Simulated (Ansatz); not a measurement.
# AsHMg: the cost of one run

Program: Ansatz 0.2.0, Gaussian basis. Level of theory: def2-QZVPP, all electrons in the functionals, frozen cores in the correlation of double hybrids and RPA. These are calculated values, not measurements.

Plan: PBE, BLYP, r2SCAN, B97M-V, PBE0, B3LYP, wB97M-V, B2PLYP, at charge 0, singlet; charge 1, doublet.

4 further runs of the same task are left out: 4 set aside as unsound or not needed.

### Step 1. What is computed

The geometry is a PBE0/def2-TZVP stationary point (not a proven minimum). No spin-orbit coupling is included. The filled d shell of As may be among the frozen orbitals whatever the setting's name suggests; the logs give the count.

3 atoms, charge 0, spin multiplicity 1.

Atoms are counted from 1 here; the program's logs count them from 0.

Bond lengths: As1–Mg2 2.546 Å, Mg2–H3 1.704 Å. Angles: As1–Mg2–H3 180.0°.

No dispersion term is added; B97M-V, wB97M-V hold VV10 nonlocal correlation. B3LYP takes the VWN-RPA correlation.

The geometry shown and the zero of energy belong to the point charge 0, singlet. The yardstick, RCCSD(T), and other wave-function levels (R restricted, U unrestricted, valence and pair active spaces) come from earlier runs.

### Step 2. PBE, charge 0, singlet

in.yaml reads:

```yaml
crystal:
  periodic: [false, false, false]
  atoms:
    - {symbol: As, position_ang: [0.000000, 0.000000, 2.265758]}
    - {symbol: Mg, position_ang: [0.000000, 0.000000, -0.280632]}
    - {symbol: H, position_ang: [0.000000, 0.000000, -1.985126]}
basis:
  gaussian: {orbitals: "def2-QZVPP.json"}
magnetization: {spin_polarized: true, initial_magnetization: 0}
hamiltonian: {xc: {name: PBE}}
output: {orbitals: {seedname: orbitals}}
```

On the command line:

```sh
$ ansatz run in.yaml --threads 1 --pin off --events-out ev --progress --plain --max-ram 2393MiB
```

Q: Estimate wall time and peak memory on 1 thread of Arm Neoverse V2, shared host.

About 36 s, with a peak of 0.4 GiB.
